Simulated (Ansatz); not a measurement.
**C₃H₆O₂Si: a ladder of functionals and wavefunction methods**

Aim: compute C₃H₆O₂Si with functionals from several rungs and with coupled cluster. The yardstick is the atomisation energy at the CCSD(T) limit.

The runs use Ansatz 0.2.0, Gaussian basis; functionals in def2-TZVPP, the program's frozen cores in correlated methods.

The runs, in order: PBE-D4, r2SCAN-D4, PBE0-D4, B3LYP-D4, ωB97X-V, ωB97M-V, B2PLYP; CCSD(T)/def2-TZVPP; MP2/def2-QZVPP; extrapolation to the limit.

## (1) Structure used throughout

All runs share one geometry, relaxed beforehand with PBE0-D4 in a triple-zeta def2 set.

SMILES `C=C1C[SiH](O)O1`, 12 atoms, charge 0, spin multiplicity 1.

Atoms are counted from 1 here; the program's logs count them from 0.

Bond lengths: C1–C2 1.323 Å, C1–H7 1.081 Å, C1–H8 1.082 Å, C2–C3 1.518 Å, C2–O6 1.389 Å, C3–Si4 1.870 Å, C3–H9 1.091 Å, C3–H10 1.090 Å, Si4–O5 1.629 Å, Si4–O6 1.683 Å, Si4–H11 1.476 Å, O5–H12 0.959 Å. Angles: C2–C1–H7 119.9°, C2–C1–H8 121.0°, H7–C1–H8 119.1°, C1–C2–C3 132.0°, C1–C2–O6 124.0°, C3–C2–O6 104.0°, C2–C3–Si4 82.3°, C2–C3–H9 113.7°, C2–C3–H10 114.1°, Si4–C3–H9 117.2°, Si4–C3–H10 118.4°, H9–C3–H10 109.0°, C3–Si4–O5 121.5°, C3–Si4–O6 80.2°, C3–Si4–H11 120.4°, O5–Si4–O6 114.9°, O5–Si4–H11 104.5°, O6–Si4–H11 114.2° and more.

## (2) PBE-D4 (GGA)

in.yaml

```yaml
crystal:
  periodic: [false, false, false]
  atoms:
    - {symbol: C, position_ang: [-1.711351, -1.276894, 0.396424]}
    - {symbol: C, position_ang: [-0.684172, -0.522734, 0.041602]}
    - {symbol: C, position_ang: [0.762413, -0.497581, 0.499546]}
    - {symbol: Si, position_ang: [0.890998, 0.833128, -0.807844]}
    - {symbol: O, position_ang: [1.227767, 2.378902, -0.419883]}
    - {symbol: O, position_ang: [-0.748902, 0.474195, -0.923628]}
    - {symbol: H, position_ang: [-1.587064, -2.032851, 1.159086]}
    - {symbol: H, position_ang: [-2.680842, -1.151018, -0.067625]}
    - {symbol: H, position_ang: [0.887499, -0.189936, 1.538936]}
    - {symbol: H, position_ang: [1.296365, -1.434460, 0.339780]}
    - {symbol: H, position_ang: [1.651494, 0.590829, -2.049102]}
    - {symbol: H, position_ang: [0.772895, 2.773221, 0.326605]}
basis:
  gaussian: {orbitals: def2-TZVPP}
hamiltonian: {xc: pbe, dispersion: d4}
output: {forces: true, orbitals: {seedname: orbitals}}
```

Command:

```bash
$ ansatz run in.yaml --threads 4 --pin off --events-out ev --progress --plain --max-ram 10444MiB
```

After this run come: r2SCAN-D4 (meta-GGA); PBE0-D4 (hybrid); B3LYP-D4 (hybrid); ωB97X-V (range-separated); ωB97M-V (range-separated); B2PLYP (double hybrid); CCSD(T) in def2-TZVPP; MP2 in def2-QZVPP.

**Question.** What will the summary of the whole plan be? Wanted: atomisation energy, CCSD(T)/CBS; farthest; mean size of error, hybrid; mean size of error, range-separated; gap, smallest and largest; T1 diagnostic; triples share of the correlation energy.

**Answer**, as computed:

| quantity | value |
| --- | --- |
| atomisation energy, CCSD(T)/CBS | 5038.6 kJ/mol |
| functionals within 25.2 kJ/mol (0.5 %) | r2SCAN-D4, PBE0-D4, B3LYP-D4, ωB97X-V, ωB97M-V |
| farthest | PBE-D4 (+118.6 kJ/mol) |
| mean size of error, hybrid | 14.4 kJ/mol |
| mean size of error, range-separated | 11.7 kJ/mol |
| gap, smallest and largest | 5.08 eV (PBE-D4), 11.55 eV (ωB97X-V) |
| T1 diagnostic | 0.0126 |
| triples share of the correlation energy | 4.1 % |

PBE-D4 misses by +118.6 kJ/mol. Double hybrids carry the basis error of their MP2 part in triple zeta, and no dispersion term here, so their miss is partly the set-up's. The reference freezes the cores and leaves out relativity and excitations past (T), so misses under about 25.2 kJ/mol can't be ranked. Hartree-Fock recovers 72 % of the binding; the rest is correlation. Orbital gaps span 5.1 to 11.6 eV; exact exchange widens them.
